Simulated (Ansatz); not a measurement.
Runs of Ansatz 0.2.0 on ScRu3. The structure is tetragonal, space group I4/mmm (No. 139). The conventional cell has a = 3.899 Å, b = 3.899 Å, c = 8.045 Å, α = 90.00°, β = 90.00°, γ = 90.00°. Ru (site symmetry 4/mmm) is surrounded by 4 Sc at 2.76 Å and 8 Ru at 2.80 Å. Ru (site symmetry -4m2) is surrounded by 8 Ru at 2.76 to 2.80 Å and 4 Sc at 2.80 Å. Sc (site symmetry 4/mmm) has 12 Ru at 2.76 to 2.80 Å as nearest neighbours. The cell comes from a database or a generator and needn't be the stable form of this composition.

```tsv
task	level	U	cell	hubbard projectors	double counting	gap on the mesh (eV)	pressure (GPa)	relaxed volume (Å³/atom)
single point	PBE	-	as given	-	-	none	-1.7	-
relaxation of cell and atoms	PBEsol+U	Ru d U = 4 eV, Sc d U = 4 eV	relaxed	ortho-atomic (the default)	fll (the default)	none	0.0	(b)
relaxation of cell and atoms	PBEsol+U	Ru d U = 2 eV, Sc d U = 2 eV	relaxed	ortho-atomic (the default)	fll (the default)	none	0.0	14.70
relaxation of cell and atoms	PBEsol	-	relaxed	-	-	none	0.0	14.59
relaxation of cell and atoms	PBEsol+U	Ru d U = 3 eV, Sc d U = 3 eV	relaxed	ortho-atomic (the default)	fll (the default)	none	0.0	(a)
```

Alike in all rows: potentials or basis Ansatz PAW; no spin polarisation; k mesh 7 × 7 × 7; cutoff (eV) 420; smearing fermi-dirac 0.05 eV.

Estimate the missing entries.

(a) 14.76; (b) 14.84.

Caveats: the plane-wave basis is chosen anew once the cell has moved, so the energies of steps on either side of that aren't comparable (some runs); the PAW data sets come from PBE, with cores solved anew for the run's functional, which leaves a small shift of forces and pressure (some runs); U without spin polarisation on a metal has little footing (some runs); the U is typed as a test and isn't derived for this compound (some runs).

A k mesh can miss the band edges, and the runs leave out spin-orbit coupling on Ru.

A gap of «none» marks a metal or a gap under the smearing width.
